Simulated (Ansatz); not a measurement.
# K2HgS2: the cost of one run

Computed with Ansatz 0.2.0 (DFT, PBE, plane-wave PAW, default files, scalar-relativistic, as far as a step names no other, unless a step's input says otherwise).

### Step 1. The structure to begin with

Symmetry: Pbcm, No. 57, orthorhombic system. The conventional cell has a = 10.827 Å, b = 8.063 Å, c = 7.092 Å, α = 90.00°, β = 90.00°, γ = 90.00°. K (site symmetry m) is surrounded by 3 S at 3.08 to 3.21 Å. K (site symmetry 2) has 6 S at 3.19 to 3.37 Å and 2 K at 3.55 Å as nearest neighbours. Hg (site symmetry m) is surrounded by 2 S at 2.33 Å. S (site symmetry m) is surrounded by 1 Hg at 2.33 Å and 4 K at 3.08 to 3.37 Å. S (site symmetry m) has 1 Hg at 2.33 Å and 5 K at 3.19 to 3.23 Å as nearest neighbours.

As a file:

```
CELL_PARAMETERS angstrom
10.82740 0.00000 0.00000
0.00000 8.06295 0.00000
0.00000 0.00000 7.09202
ATOMIC_POSITIONS crystal
K 0.88751 0.95186 0.75000
K 0.88751 0.54814 0.25000
K 0.39544 0.25000 0.50000
K 0.39544 0.25000 0.00000
K 0.60456 0.75000 0.50000
K 0.60456 0.75000 0.00000
K 0.11249 0.04814 0.25000
K 0.11249 0.45186 0.75000
Hg 0.28533 0.83655 0.75000
Hg 0.71467 0.33655 0.75000
Hg 0.28533 0.66345 0.25000
Hg 0.71467 0.16345 0.25000
S 0.16457 0.07613 0.75000
S 0.60782 0.41492 0.25000
S 0.39218 0.58508 0.75000
S 0.16457 0.42387 0.25000
S 0.39218 0.91492 0.25000
S 0.83543 0.57613 0.75000
S 0.83543 0.92387 0.25000
S 0.60782 0.08508 0.75000
```

### Step 2. First run, atoms as given

The input, input.yaml:

```yaml
crystal:
  lattice:
    - [10.82740396, 0.0, 0.0]
    - [0.0, 8.06295231, 0.0]
    - [0.0, 0.0, 7.09201891]
  atoms:
    - { symbol: K, position: [0.88751084, 0.95185878, 0.75] }
    - { symbol: K, position: [0.88751084, 0.54814122, 0.25] }
    - { symbol: K, position: [0.39544118, 0.25, 0.5] }
    - { symbol: K, position: [0.39544118, 0.25, 0.0] }
    - { symbol: K, position: [0.60455882, 0.75, 0.5] }
    - { symbol: K, position: [0.60455882, 0.75, 0.0] }
    - { symbol: K, position: [0.11248916, 0.04814122, 0.25] }
    - { symbol: K, position: [0.11248916, 0.45185878, 0.75] }
    - { symbol: Hg, position: [0.28533497, 0.83655107, 0.75] }
    - { symbol: Hg, position: [0.71466503, 0.33655107, 0.75] }
    - { symbol: Hg, position: [0.28533497, 0.66344893, 0.25] }
    - { symbol: Hg, position: [0.71466503, 0.16344893, 0.25] }
    - { symbol: S, position: [0.16456658, 0.07613021, 0.75] }
    - { symbol: S, position: [0.60782136, 0.41491862, 0.25] }
    - { symbol: S, position: [0.39217864, 0.58508138, 0.75] }
    - { symbol: S, position: [0.16456658, 0.42386979, 0.25] }
    - { symbol: S, position: [0.39217864, 0.91491862, 0.25] }
    - { symbol: S, position: [0.83543342, 0.57613021, 0.75] }
    - { symbol: S, position: [0.83543342, 0.92386979, 0.25] }
    - { symbol: S, position: [0.60782136, 0.08508138, 0.75] }
kpoints:
  mp_grid: { grid: [3, 4, 4] }
scf:
  occupations: { method: fermi_dirac, width: 0.02 }
hamiltonian:
  xc: pbe
  pseudopotentials: { kind: paw }
output:
  forces: true
  stress: true
  populations: true
  efg:
    quadrupole_moments_barn: { K: 0.0603, Hg: 0.387, S: -0.0694 }
    contact_densities: true
```

Started as:

```sh
ansatz run input.yaml --threads 1 --pin off --max-ram 2560MiB --backend cpu --events-out ev --progress --plain --runs-dir out
```

What time and memory should one allow on 1 thread of Arm Neoverse V2, shared host?

About 1.9 min, with a peak of 1.3 GiB.
